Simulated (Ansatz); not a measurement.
# SiGeCl+ (triplet): from Hartree-Fock to the top rungs, cc-pVDZ

Aim: climb from Hartree-Fock through coupled cluster and multireference methods for SiGeCl+ (triplet) at one geometry and basis, and see what each rung misses.

Program: Ansatz 0.2.0, Gaussian basis. Level of theory: cc-pVDZ, core rule «outside noble gas», up to 24 orbitals frozen. These are calculated values, not measurements.

Plan: UHF; CCSD(T) on ROHF; CCSD(T) on UHF; BCCD(T) on ROHF; CISD; CCSDT(Q) on ROHF; CCSDT(Q) on UHF; CASSCF and NEVPT2, 12 electrons in 11 orbitals.

17 further runs of the same task are left out: 4 that didn't finish, 13 set aside as unsound or not needed.

### Step 1. The system

The geometry is a PBE0/def2-TZVP stationary point (not a proven minimum) of the parent state, kept for this charge and spin. No spin-orbit coupling is included. The filled d shell of Ge may be among the frozen orbitals whatever the setting's name suggests; the logs give the count.

3 atoms, charge 1, spin multiplicity 3.

Atoms are counted from 1 here; the program's logs count them from 0.

Bond lengths: Cl1–Ge2 2.423 Å, Cl1–Si3 2.265 Å, Ge2–Si3 2.365 Å. Angles: Ge2–Cl1–Si3 60.5°, Cl1–Ge2–Si3 56.5°, Cl1–Si3–Ge2 63.0°.

### Step 2. UHF

File in.yaml:

```yaml
crystal:
  periodic: [false, false, false]
  atoms:
    - {symbol: Cl, position_ang: [0.000000, 0.885306, 1.303423]}
    - {symbol: Ge, position_ang: [0.000000, 0.087359, -0.983890]}
    - {symbol: Si, position_ang: [0.000000, -1.343486, 0.899379]}
basis:
  gaussian: {orbitals: cc-pVDZ}
total_charge: 1
magnetization: {spin_polarized: true, initial_magnetization: 2}
hamiltonian: {xc: hf}
output: {orbitals: {seedname: orbitals}}
```

Launch:

```bash
$ ansatz run in.yaml --threads 1 --pin off --events-out ev --progress --plain --max-ram 2393MiB
```

The runs that follow: CCSD(T) on ROHF; CCSD(T) on UHF; BCCD(T) on ROHF; CISD; CCSDT(Q) on ROHF; CCSDT(Q) on UHF; CASSCF and NEVPT2, 12 electrons in 11 orbitals.

Before running them: what should the planned runs give, taken together? Wanted: UCCSDT(Q) below the RHF energy; RMP2 from UCCSDT(Q); UMP2 from UCCSDT(Q); RCCSD from UCCSDT(Q); RCCSD(T) from UCCSDT(Q); UCCSD(T) from UCCSDT(Q); RCCSDT(Q) from UCCSDT(Q); NEVPT2 valence from UCCSDT(Q); T1 diagnostic.

As calculated:

| quantity | value |
| --- | --- |
| UCCSDT(Q) below the RHF energy | -8.5911 eV |
| RMP2 from UCCSDT(Q) | +31.07 kcal/mol |
| UMP2 from UCCSDT(Q) | +32.75 kcal/mol |
| RCCSD from UCCSDT(Q) | +9.84 kcal/mol |
| RCCSD(T) from UCCSDT(Q) | +1.92 kcal/mol |
| UCCSD(T) from UCCSDT(Q) | +1.88 kcal/mol |
| RCCSDT(Q) from UCCSDT(Q) | +0.17 kcal/mol |
| NEVPT2 valence from UCCSDT(Q) | +26.23 kcal/mol |
| levels within 1 kcal/mol (43 meV) | RCCSDT, UCCSDT, RCCSDT(Q) |
| T1 diagnostic | 0.026 |
| effectively unpaired electrons | 2.06 |

**Reading.** RCCSD(T) misses by +1.92 kcal/mol, 1.0 % of the correlation energy. One determinant dominates. These misses are within one basis, not against nature; the frozen cores of restricted and unrestricted runs differ, which can shift their rows.
